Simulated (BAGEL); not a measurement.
# HF/def2-SVP (density fitting with qzvpp-jkfit) run of BP2H5O (SMILES OB(P)P)

What is the electronic atomisation energy of BP2H5O at HF/def2-SVP (density fitting with qzvpp-jkfit)? 

The calculation is run with BAGEL 1.2.2.

17 further runs of the same task are left out: 4 that didn't finish, 13 set aside as unsound or not needed.

**1. Starting point**

BP2H5O has 9 atoms, charge 0, and is taken as a singlet. SMILES: `OB(P)P`. The shape is that of a GFN2-xTB optimisation. This is one conformer, not always the lowest.

Bond lengths: O1–B2 1.329 Å, B2–P3 1.915 Å, B2–P4 1.929 Å, O1–H5 0.960 Å, P3–H6 1.379 Å, P3–H7 1.382 Å, P4–H8 1.384 Å, P4–H9 1.380 Å. Angles: O1–B2–P3 114.8°, O1–B2–P4 122.3°, P3–B2–P4 122.2°, B2–O1–H5 120.6°, B2–P3–H6 96.2°, B2–P3–H7 97.7°, B2–P4–H8 96.2°, B2–P4–H9 97.8°, H6–P3–H7 94.2°, H8–P4–H9 93.6°.

**2. The energy at HF/def2-SVP (density fitting with qzvpp-jkfit)**

Input file input.json:

```json
{ "bagel" : [

{
  "title" : "molecule",
  "basis" : "svp",
  "df_basis" : "qzvpp-jkfit",
  "angstrom" : true,
  "geometry" : [
    { "atom" : "O", "xyz" : [   -0.539270,    1.137550,   -1.099550 ] },
    { "atom" : "B", "xyz" : [   -0.119010,    0.079930,   -0.412410 ] },
    { "atom" : "P", "xyz" : [    1.748660,   -0.303270,   -0.591160 ] },
    { "atom" : "P", "xyz" : [   -1.339000,   -1.133200,    0.458870 ] },
    { "atom" : "H", "xyz" : [   -1.475300,    1.342520,   -1.158290 ] },
    { "atom" : "H", "xyz" : [    2.164230,    1.009620,   -0.665680 ] },
    { "atom" : "H", "xyz" : [    2.042660,   -0.425790,    0.753850 ] },
    { "atom" : "H", "xyz" : [   -1.977010,   -0.176360,    1.229080 ] },
    { "atom" : "H", "xyz" : [   -0.505950,   -1.531000,    1.485270 ] }
  ]
},
{ "title" : "hf" },
{ "title" : "print", "file" : "orbitals.molden", "orbitals" : true }

]}
```

The run is started by

```sh
$ BAGEL_NUM_THREADS=1 BAGEL input.json > input.out
```

Log:

```text
* using 1 threads per process

  ===============================================================
  ===============================================================

  *** Geometry ***

  { "atom" : "O", "xyz" : [     -1.019073,      2.149658,     -2.077848 ] },
  { "atom" : "B", "xyz" : [     -0.224896,      0.151046,     -0.779342 ] },
  { "atom" : "P", "xyz" : [      3.304488,     -0.573097,     -1.117130 ] },
  { "atom" : "P", "xyz" : [     -2.530343,     -2.141438,      0.867139 ] },
  { "atom" : "H", "xyz" : [     -2.787913,      2.536995,     -2.188851 ] },
  { "atom" : "H", "xyz" : [      4.089802,      1.907905,     -1.257953 ] },
  { "atom" : "H", "xyz" : [      3.860068,     -0.804626,      1.424570 ] },
  { "atom" : "H", "xyz" : [     -3.736007,     -0.333272,      2.322625 ] },
  { "atom" : "H", "xyz" : [     -0.956107,     -2.893171,      2.806754 ] },

  Number of auxiliary basis functions:      498

  Since a DF basis is specified, we compute 2- and 3-index integrals:
    o Being stored without compression. Storage requirement is 0.032 GB

  Number of basis functions:       89
  Number of electrons      :       48

    * METHOD: MOLECULE                             0.23

  *** RHF ***

  === Nuclear Repulsion ===
   191.0316358074

      * DIIS with orbital gradients will be used.

  === RHF iteration (svp) ===
      0       -783.49378931          0.01695576           0.06
      1       -783.61998281          0.01134174           0.06
      2       -783.68221444          0.00161934           0.06
      3       -783.68507483          0.00038755           0.06
      4       -783.68521620          0.00012189           0.06
      5       -783.68523755          0.00002771           0.06
      6       -783.68523894          0.00000725           0.06
      7       -783.68523902          0.00000200           0.06
      8       -783.68523903          0.00000085           0.06
      9       -783.68523903          0.00000029           0.08
     10       -783.68523903          0.00000010           0.06
     11       -783.68523903          0.00000003           0.07
     12       -783.68523903          0.00000002           0.08
     13       -783.68523903          0.00000000           0.08
    * SCF iteration converged.

    * Permanent dipole moment:
           (    0.614531,    -0.589919,    -0.368485) a.u.

    * METHOD: HF                                   1.05

    * METHOD: PRINT                                0.03

  ===============================================================
```

It took 1.4 s on 1 thread of Arm Neoverse V1, shared host; peak memory 0.12 GiB.

**3. The B atom, same level**

Input file hf.json:

```json
{ "bagel" : [

{
  "title" : "molecule",
  "basis" : "svp",
  "df_basis" : "qzvpp-jkfit",
  "angstrom" : "true",
  "geometry" : [
    { "atom" : "B", "xyz" : [    0.000000,    0.000000,    0.000000 ] }
  ]
},
{ "title" : "uhf", "charge" : 0, "nopen" : 1 },
{ "title" : "print", "file" : "orbitals.molden", "orbitals" : "true" }

]}
```

Run the same way, it converges to -24.50055 Eh (log not shown).

**4. The H atom at the same level**

Input file job.json:

```json
{ "bagel": [

{
  "title": "molecule",
  "basis": "svp",
  "df_basis": "qzvpp-jkfit",
  "angstrom": true,
  "geometry": [
    { "atom": "H", "xyz": [    0.000000,    0.000000,    0.000000 ] }
  ]
},
{ "title": "uhf", "charge": 0, "nopen": 1 },
{ "title": "print", "file": "orbitals.molden", "orbitals": true }

]}
```

The run is started by

```sh
$ BAGEL_NUM_THREADS=1 BAGEL job.json > job.out
```

Log:

```text
* using 1 threads per process

  ===============================================================
  ===============================================================

  *** Geometry ***

  { "atom" : "H", "xyz" : [      0.000000,      0.000000,      0.000000 ] },

  Number of auxiliary basis functions:       18

  Since a DF basis is specified, we compute 2- and 3-index integrals:
    o Being stored without compression. Storage requirement is 0.000 GB

  Number of basis functions:        5
  Number of electrons      :        1

    * METHOD: MOLECULE                             0.01

  *** Open-shell HF ***

  === Nuclear Repulsion ===
     0.0000000000

      * DIIS with orbital gradients will be used.

  === UHF iteration (svp) ===
      0         -0.48880011          0.03455312           0.00
      1         -0.49787654          0.01272374           0.00
      2         -0.49909101          0.00465624           0.00
      3         -0.49927841          0.00000000           0.00
    * SCF iteration converged.

    * S^2 (UHF) is 0.7500

    * Permanent dipole moment:
           (   -0.000000,     0.000000,    -0.000000) a.u.

    * METHOD: UHF                                  0.01

    * METHOD: PRINT                                0.00

  ===============================================================
```

Wall time 0.14 s (1 thread of Arm Neoverse V1, shared host).

**5. The O atom at the same level**

Input file job.json:

```json
{ "bagel" : [

{
  "title" : "molecule",
  "basis" : "svp",
  "df_basis" : "qzvpp-jkfit",
  "angstrom" : true,
  "geometry" : [
    { "atom" : "O", "xyz" : [    0.000000,    0.000000,    0.000000 ] }
  ]
},
{
  "title" : "uhf",
  "nopen" : 2
},
{
  "title" : "print",
  "file" : "orbitals.molden",
  "orbitals" : true
}

]}
```

The run is started by

```sh
$ BAGEL_NUM_THREADS=1 BAGEL job.json > job.out
```

Log:

```text
* using 1 threads per process

  ===============================================================
  ===============================================================

  *** Geometry ***

  { "atom" : "O", "xyz" : [      0.000000,      0.000000,      0.000000 ] },

  Number of auxiliary basis functions:       77

  Since a DF basis is specified, we compute 2- and 3-index integrals:
    o Being stored without compression. Storage requirement is 0.000 GB

  Number of basis functions:       14
  Number of electrons      :        8

    * METHOD: MOLECULE                             0.01

  *** Open-shell HF ***

  === Nuclear Repulsion ===
     0.0000000000

      * DIIS with orbital gradients will be used.

  === UHF iteration (svp) ===
      0        -74.70889925          0.01583812           0.00
      1        -74.71866301          0.00514953           0.00
      2        -74.71980167          0.00203349           0.00
      3        -74.72005013          0.00035047           0.00
      4        -74.72006147          0.00005726           0.00
      5        -74.72006215          0.00000473           0.00
      6        -74.72006224          0.00000183           0.00
      7        -74.72006225          0.00000079           0.00
      8        -74.72006226          0.00000003           0.00
      9        -74.72006226          0.00000000           0.00
    * SCF iteration converged.

    * S^2 (UHF) is 2.0053

    * Permanent dipole moment:
           (   -0.000000,    -0.000000,    -0.000000) a.u.

    * METHOD: UHF                                  0.02

    * METHOD: PRINT                                0.00

  ===============================================================
```

Run time: 0.16 s. Hardware: 1 thread of Arm Neoverse V1, shared host.

**6. The P atom**

Input file calc.json:

```json
{ "bagel": [

{
  "title": "molecule",
  "basis": "svp",
  "df_basis": "qzvpp-jkfit",
  "angstrom": true,
  "geometry": [
    { "atom": "P", "xyz": [       0.000000,       0.000000,       0.000000 ] }
  ]
},

{ "title": "uhf", "nopen": 3 },

{ "title": "print", "file": "orbitals.molden", "orbitals": true }

]}
```

Run the same way, it converges to -340.59744 Eh (log not shown).

**7. What came out**

At HF/def2-SVP (density fitting with qzvpp-jkfit):

| quantity | value |
| --- | --- |
| molecule: total energy | -783.68524 Eh |
| molecule: dipole moment | 2.36 D |
| molecule: HOMO energy | -9.40 eV |
| molecule: LUMO energy | 3.17 eV |
| molecule: HOMO–LUMO gap | 12.57 eV |
| B atom: total energy | -24.50055 Eh |
| B atom: dipole moment | 0.00 D |
| B atom: ⟨S²⟩ | 0.756 |
| H atom: total energy | -0.49928 Eh |
| H atom: dipole moment | 0.00 D |
| H atom: ⟨S²⟩ | 0.750 |
| O atom: total energy | -74.72006 Eh |
| O atom: dipole moment | 0.00 D |
| O atom: ⟨S²⟩ | 2.005 |
| P atom: total energy | -340.59744 Eh |
| P atom: dipole moment | 0.00 D |
| P atom: ⟨S²⟩ | 3.750 |
| electronic atomisation energy | 21.044 eV |

Taking the molecule apart into free atoms costs 21.04 eV (2030 kJ/mol), before zero-point energy and without spin-orbit coupling. Hartree–Fock lacks the correlation of the bonding pairs, which as a rule makes this value much too low; in minimal bases other errors can mask that.
